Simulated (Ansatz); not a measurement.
# Sb (hcp type): how the settings move a single-point run

Aim: see which settings change the result for Sb (hcp type), by how much, and at what cost.

Method: reference: DFT, LDA, PAW with Ansatz's default frozen-core files, scalar-relativistic, in Ansatz 0.2.0.

1 further run of the same task is left out (it didn't finish). Runs told in other sessions of the task aren't counted.

### Step 1. The starting structure

It takes space group P6_3/mmc (No. 194, hexagonal). Conventional cell: a = 3.305 Å, b = 3.305 Å, c = 5.430 Å, α = 90.00°, β = 90.00°, γ = 120.00°. Around Sb (site symmetry -6m2) lie 12 Sb at 3.30 to 3.32 Å.

As a file:

```cif
data_structure
_symmetry_space_group_name_H-M 'P 1'
_symmetry_Int_Tables_number 1
_cell_length_a 3.3046
_cell_length_b 3.3046
_cell_length_c 5.4298
_cell_angle_alpha 90.000
_cell_angle_beta 90.000
_cell_angle_gamma 120.000
_cell_volume 51.35
loop_
_atom_site_label
_atom_site_type_symbol
_atom_site_fract_x
_atom_site_fract_y
_atom_site_fract_z
_atom_site_occupancy
Sb1 Sb 0.33333 0.66667 0.25000 1
Sb2 Sb 0.66667 0.33333 0.75000 1
```

### Step 2. Reference

The input, input.yaml:

```yaml
crystal:
  lattice:
    - [3.3045895964, 0.0, 0.0]
    - [-1.6522947982, 2.8618585396, 0.0]
    - [0.0, 0.0, 5.4298225845]
  atoms:
    - { symbol: Sb, position: [0.3333333333, 0.6666666667, 0.25] }
    - { symbol: Sb, position: [0.6666666667, 0.3333333333, 0.75] }
kpoints:
  mp_grid: { grid: [14, 14, 8] }
  band_path:
    path:
      - [0.0, 0.0, 0.0]
      - [0.5, 0.0, 0.0]
      - [0.3333333333, 0.3333333333, 0.0]
      - [0.0, 0.0, 0.0]
      - [0.0, 0.0, 0.5]
      - [0.5, 0.0, 0.5]
      - [0.3333333333, 0.3333333333, 0.5]
      - [0.0, 0.0, 0.5]
      - [0.5, 0.0, 0.5]
    npoints: 8
scf:
  occupations: { method: fermi_dirac, width: 0.05 }
hamiltonian:
  xc: lda
  pseudopotentials: { kind: paw }
output:
  forces: true
  stress: true
  eigenvalues: true
  populations: true
  dos: { projected: true, de: 0.2, e_range: [-14, 8] }
  write_density: true
  write_potential: true
  elf: true
  volumetric_format: npy
```

Started as:

```sh
$ ansatz run input.yaml --threads 1 --pin off --max-ram 2048MiB --backend cpu --events-out ev --progress --plain --runs-dir out
```

### Step 3. Variant: mp_grid.grid [21, 21, 12], ecutrho_ratio 4

input.yaml, as its differences from that of step 2:

```diff
@@ -9,3 +9,3 @@
 kpoints:
-  mp_grid: { grid: [14, 14, 8] }
+  mp_grid: { grid: [21, 21, 12] }
   band_path:
@@ -32,6 +32,3 @@
   populations: true
-  dos: { projected: true, de: 0.2, e_range: [-14, 8] }
-  write_density: true
-  write_potential: true
-  elf: true
-  volumetric_format: npy
+basis:
+  ecutrho_ratio: 4
```

Q: Predict the outcome of this session. Wanted: for each run, ending; energy change; pressure; gap; force.

**Answer**, as computed:

```tsv
run	ending	energy change	pressure (GPa)	gap (eV)	force (eV/Å)	cycles	time
reference	converged	0	0.0	0.00	0.00	7	2.5 s
1: mp_grid.grid [21, 21, 12], ecutrho_ratio 4	converged	-1.8 meV/atom	0.0	0.00	0.00	7	5.4 s
```

Times don't compare one to one where runs were asked for different outputs or read a saved state (see the inputs); cycles may leave out searches for a lower state.

Residual by cycle in the longest SCF loop of each run; runs are numbered as in the table. The quantity is the density residual dr2, in eV.

```tsv
cycle	reference	run 1
1	0.0103	0.0104
2	0.00363	0.00369
3	2.1e-4	2.2e-4
4	1.1e-4	9.7e-5
5	1.1e-5	7.2e-6
6	5.5e-7	4.0e-7
7	2.2e-8	1.7e-8
```

What this shows: Changing the k-point mesh moves the energy by -1.8 meV/atom. Sampling errors of the energy have no fixed sign. Semilocal functionals close small gaps, and spin-orbit coupling, left out here, moves these band edges, so the missing gap need not be the real solid's.
